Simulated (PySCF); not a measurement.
# Er(OH)3(NH3): other functionals and bases at one geometry

One table from this session's results is given with a row withheld; the runs are named, their logs left out.

The runs use PySCF 2.14.0; several levels, as the steps say, no spin–orbit coupling.

1 further run of the same task is left out (for a known fault of the program).

### Starting geometry

11 atoms, charge 0, spin multiplicity 1.

Bond lengths: Er1–O2 2.041 Å, Er1–O4 2.041 Å, Er1–O6 2.042 Å, Er1–N8 2.476 Å, O2–H3 0.954 Å, O4–H5 0.955 Å, O6–H7 0.954 Å, N8–H9 1.021 Å, N8–H10 1.021 Å, N8–H11 1.021 Å. Angles: O2–Er1–O4 118.5°, O2–Er1–O6 118.5°, O2–Er1–N8 97.0°, O4–Er1–O6 118.7°, O4–Er1–N8 97.0°, O6–Er1–N8 97.0°, Er1–O2–H3 174.0°, Er1–O4–H5 173.6°, Er1–O6–H7 174.0°, Er1–N8–H9 111.8°, Er1–N8–H10 111.8°, Er1–N8–H11 111.7°, H9–N8–H10 107.1°, H9–N8–H11 107.1°, H10–N8–H11 107.1°.

As a file:

```xyz
11

Er    0.1501   -0.1975    0.2465
O     1.1620    1.3015    1.1930
H     1.6807    1.9311    1.6881
O    -1.3993   -1.0952    1.2268
H    -2.0500   -1.5618    1.7466
O     1.1024   -1.2312   -1.2344
H     1.6028   -1.7564   -1.8543
N    -1.2220    1.2458   -1.2250
H    -1.8166    1.8775   -0.6875
H    -0.6440    1.8245   -1.8354
H    -1.8358    0.6955   -1.8266
```

Formal oxidation states: Er +3. Each metal's 11 4f electrons lie in its core potential, so multiplicities, spins and levels count the valence alone. An earlier session relaxed this geometry at PBE0, Er lcecp-1-SVP with ECP57, O def2-SVP, H def2-SVP, N def2-SVP (singlet, point group Cs).

At PBE0 on the finer grid: E = -321.975989 Eh, HOMO -6.99 eV, LUMO -0.13 eV, Mulliken charge on Er1 +0.88 e, largest force component 0.016 eV/Å. 

Levels to run: M06-L; B3LYP; PBE0, TZVP. Hardware: 2 threads of Arm Neoverse V1, shared host.

The first run:

File run.py (the lines that set the calculation):

```python
mol = gto.M(atom='''
Er     0.15011    -0.19750     0.24649
O      1.16203     1.30147     1.19298
H      1.68074     1.93109     1.68810
O     -1.39928    -1.09519     1.22682
H     -2.05001    -1.56178     1.74663
O      1.10238    -1.23119    -1.23444
H      1.60283    -1.75644    -1.85433
N     -1.22198     1.24578    -1.22503
H     -1.81656     1.87750    -0.68753
H     -0.64399     1.82455    -1.83536
H     -1.83585     0.69551    -1.82660''',
    basis={'Er': 'lcecp-1-SVP', 'O': 'def2-SVP', 'H': 'def2-SVP', 'N': 'def2-SVP'},
    ecp={'Er': 'lcecp-1-SVP'},
    charge=0, spin=0)
mf = dft.RKS(mol, xc='M06L')
mf.grids.atom_grid = (75, 302)  # f atoms: unpruned, at least (60, 302)
mf = mf.density_fit()  # fitting sets: Er AutoAux, O def2-universal-JKFIT, H def2-universal-JKFIT, N def2-universal-JKFIT
mf.conv_tol = 1e-08; mf.max_cycle = 55
mf.kernel(dm0)  # dm0: the density of the relaxed state
```

Command:

```bash
$ OMP_NUM_THREADS=2 python run.py
```

Steps of the session up to this table: M06-L; B3LYP; PBE0, TZVP.

One of the session's tables, all rows but one given; the rest of the session is left out.

```
              level  HOMO (eV)  gap (eV)  charge on Er1 (e)  dipole (D)  largest force component (eV/Å)
PBE0 (relaxed here)      -6.99      6.87               0.88        4.20                            0.02
              M06-L          ?         ?                  ?           ?                               ?
              B3LYP      -6.69      6.24               0.80        4.19                            0.13
         PBE0, TZVP      -7.26      6.87               1.56        4.21                            0.22
```

Estimate the missing values for M06-L.

The run gave: HOMO (eV): -5.51; gap (eV): 5.60; charge on Er1 (e): 1.05; dipole (D): 4.05; largest force component (eV/Å): 0.21. In the column «HOMO (eV)» it is the highest.

In one basis the HOMO–LUMO gap runs from 5.60 eV (M06-L) to 6.87 eV (PBE0). The largest leftover force, 0.22 eV/Å with PBE0, TZVP, stands at a geometry relaxed at another level. With 4f in the core, its levels are missing from HOMO and gap, and its count is fixed, so no charge can pass from the ligands into it. Total energies of different levels can't be compared.
